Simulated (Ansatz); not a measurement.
What does this script print? It uses Ansatz 0.2.0, Python API.

`basis_bclh3sb.py`:
```python
# -*- coding: utf-8 -*-
"""How the energy of BClH3Sb converges with the basis."""

import warnings

import ansatz

FUNCTIONAL = "HF"


def main():
    warnings.simplefilter("ignore", ansatz.DeckWarning)

    mol = (
        ansatz.Crystal.molecule()
        .atom("Cl", (-1.7474, -1.1454, -0.2161))
        .atom("B", (0.0257, -1.0196, 0.0105))
        .atom("Sb", (1.0171, 0.9692, 0.1122))
        .atom("H", (0.7337, -2.0006, 0.1004))
        .atom("H", (0.1744, 1.5423, -1.3025))
        .atom("H", (-0.1613, 1.5901, 1.2494))
    )

    base = mol.calculation().functional(FUNCTIONAL)

    energies = {}
    for basis in ["def2-SVP", "def2-SVPD", "def2-TZVP", "def2-TZVPP"]:
        data = base.basis(gaussian=basis).run().report
        size = data["n_frozen"] + data["n_occupied"][0] + data["n_virtual"][0]
        energies[basis] = (data["reference_energy_ev"] / 27.211386246, data["free_energy_ev"] / 27.211386246)
        print(f"{basis:14s} {size:4d} orbitals  reference {energies[basis][0]:14.6f} Ha  total {energies[basis][1]:14.6f} Ha")

    last = energies["def2-TZVPP"][1]
    for basis, (_, total) in energies.items():
        print(f"{basis:14s} lies {27.211386 * (total - last):9.4f} eV above def2-TZVPP")


if __name__ == "__main__":
    main()
```

```console
$ python basis_bclh3sb.py
def2-SVP         73 orbitals  reference    -725.016891 Ha  total    -725.016891 Ha
def2-SVPD       103 orbitals  reference    -725.024318 Ha  total    -725.024318 Ha
def2-TZVP       136 orbitals  reference    -725.210282 Ha  total    -725.210282 Ha
def2-TZVPP      165 orbitals  reference    -725.210908 Ha  total    -725.210908 Ha
def2-SVP       lies    5.2795 eV above def2-TZVPP
def2-SVPD      lies    5.0774 eV above def2-TZVPP
def2-TZVP      lies    0.0170 eV above def2-TZVPP
def2-TZVPP     lies    0.0000 eV above def2-TZVPP
```

Against def2-SVP: def2-SVPD -7.4 mHa, def2-TZVP -193.4 mHa and def2-TZVPP -194.0 mHa. The last step alone is -0.63 mHa (these two sets differ little on atoms other than hydrogen). From the first set to the last the time grows from 0.7 to 3.0 s.

The drop along the ladder measures the basis error, and is no property of the molecule. The geometry is a force-field or estimated start, not a minimum of this method, and the last set is no limit. Much of the fall in a total is atomic energy, which cancels in bond and reaction energies. def2 sets replace the cores of elements past krypton by effective core potentials. Timing: 7 s on 1 thread of Arm Neoverse V1, with other jobs on the host, peak memory 0.4 GiB.
